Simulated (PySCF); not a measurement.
**C2H6BClP− (SMILES C=C[BH-](P)Cl) at MP2/6-311G(d,p)**

Aim: the vertical ionisation energy of C2H6BClP− at MP2/6-311G**, from 2 runs. 

The results are computed with PySCF 2.14.0.

### Step 1. The structure to begin with

The species is C2H6BClP− (11 atoms), meant as a singlet with charge -1. SMILES: `C=C[BH-](P)Cl`. Geometry: relaxed at GFN2-xTB. This is one conformer, not always the lowest.

Bond lengths: C1–C2 1.326 Å, C2–B3 1.591 Å, B3–P4 2.001 Å, B3–Cl5 1.876 Å, C1–H6 1.085 Å, C1–H7 1.081 Å, C2–H8 1.090 Å, B3–H9 1.198 Å, P4–H10 1.387 Å, P4–H11 1.387 Å. Some angles: C1–C2–B3 125.7°, C2–B3–P4 108.3°, C2–B3–Cl5 109.5°, P4–B3–Cl5 105.3°, C1–C2–H8 116.9°, B3–C2–H8 117.3°, C2–C1–H6 123.5°, C2–C1–H7 121.2°, C2–B3–H9 116.2°, P4–B3–H9 108.9°.

### Step 2. The energy at MP2/6-311G(d,p)

run.py

```python
# C=C[BH-](P)Cl
from pyscf import gto, mp

molecule = gto.Mole()
molecule.atom = '''
C     -1.562085     1.668401     2.460367
C     -1.438214     0.626142     0.185666
B      0.977820     0.598287    -1.604359
P      2.639305    -2.784568    -1.307898
Cl    -0.051060     0.842969    -4.987913
H     -3.219508     1.565733     3.663839
H      0.024585     2.690668     3.242619
H     -3.114533    -0.374525    -0.474094
H      2.521443     2.208712    -1.221973
H      0.453629    -4.229793    -1.265342
H      2.768638    -2.812045     1.309070
'''
molecule.spin = 0
molecule.basis = '6-311g**'
molecule.charge = -1
molecule.unit = 'bohr'
molecule.max_memory = 1860
molecule.verbose = 3
molecule.build()

myscf = molecule.RHF()
myscf.conv_tol = 1e-10
myscf.kernel()
if not myscf.converged:
    myscf = myscf.newton().run(myscf.mo_coeff, myscf.mo_occ)

pt = mp.MP2(myscf, frozen=13).run()
etot = pt.e_tot
print('E(%s) = %.9f' % ('MP2', etot))
```

On the command line:

```sh
$ OMP_NUM_THREADS=1 python run.py
```

Log:

```text
converged SCF energy = -904.240945909929
E(RMP2) = -904.902130025818  E_corr = -0.661184115888896
E(SCS-RMP2) = -904.898534449963  E_corr = -0.657588540034146
E(MP2) = -904.902130026
```

Run time: 12 s. Hardware: 1 thread of Arm Neoverse V1, shared host; peak memory 0.66 GiB.

### Step 3. Doublet neutral C2H6BClP, same level

calc.py

```python
from pyscf import gto, mp

molecule = gto.M(
    atom='''
C     -0.826620     0.882880     1.301970
C     -0.761070     0.331340     0.098250
B      0.517440     0.316600    -0.848990
P      1.396660    -1.473530    -0.692110
Cl    -0.027020     0.446080    -2.639490
H     -1.703690     0.828550     1.938820
H      0.013010     1.423840     1.715920
H     -1.648140    -0.198190    -0.250880
H      1.334290     1.168800    -0.646640
H      0.240050    -2.238310    -0.669590
H      1.465100    -1.488070     0.692730
''',
    verbose=3,
    charge=0,
    basis='6-311g**',
    spin=1,
    max_memory=1860,
)

myscf = molecule.UHF()
myscf.conv_tol = 1e-10
myscf.kernel()
if not myscf.converged:
    myscf = myscf.newton().run(myscf.mo_coeff, myscf.mo_occ)

pt = mp.MP2(myscf, frozen=13).run()
e_final = pt.e_tot
print('Final energy', e_final)
```

On the command line:

```sh
$ OMP_NUM_THREADS=1 python calc.py
```

Log:

```text
converged SCF energy = -904.136538060829  <S^2> = 0.89782093  2S+1 = 2.1427281
E(UMP2) = -904.766316202792  E_corr = -0.629778141962956
E(SCS-UMP2) = -904.762760332241  E_corr = -0.626222271411705
Final energy -904.7663162027924
```

Wall time 42 s (1 thread of Arm Neoverse V1, shared host); peak memory 0.92 GiB.

### Step 4. What came out

At MP2/6-311G**, 13 core orbitals frozen:

| quantity | value |
| --- | --- |
| singlet C2H6BClP−: total energy | -904.90213 Eh |
| singlet C2H6BClP−: HOMO energy (Hartree–Fock orbitals) | -4.06 eV |
| singlet C2H6BClP−: LUMO energy (Hartree–Fock orbitals) | 7.96 eV |
| singlet C2H6BClP−: HOMO–LUMO gap (to an unbound level, set by the basis) | 12.02 eV |
| singlet C2H6BClP−: correlation energy (13 core orbitals frozen) | -661.2 mEh |
| doublet neutral C2H6BClP: total energy | -904.76632 Eh |
| doublet neutral C2H6BClP: dipole moment (Hartree–Fock density) | 5.20 D |
| doublet neutral C2H6BClP: HOMO energy (Hartree–Fock orbitals) (highest over α and β) | -10.24 eV |
| doublet neutral C2H6BClP: LUMO energy (Hartree–Fock orbitals) (lowest over α and β) | -1.68 eV |
| doublet neutral C2H6BClP: correlation energy (13 core orbitals frozen) | -629.8 mEh |
| doublet neutral C2H6BClP: ⟨S²⟩ of the reference determinant | 0.898 |
| vertical detachment energy (to the doublet neutral) | 3.696 eV |

**Reading.** The vertical ionisation energy comes to 3.70 eV (357 kJ/mol). ⟨S²⟩ (doublet neutral C2H6BClP) is 0.90 where a pure doublet has 0.75: the reference is spin-contaminated. Mulliken charges (doublet neutral C2H6BClP) of the mean-field density run from -0.33 on Cl5 to +0.44 on P4; they depend strongly on the basis.
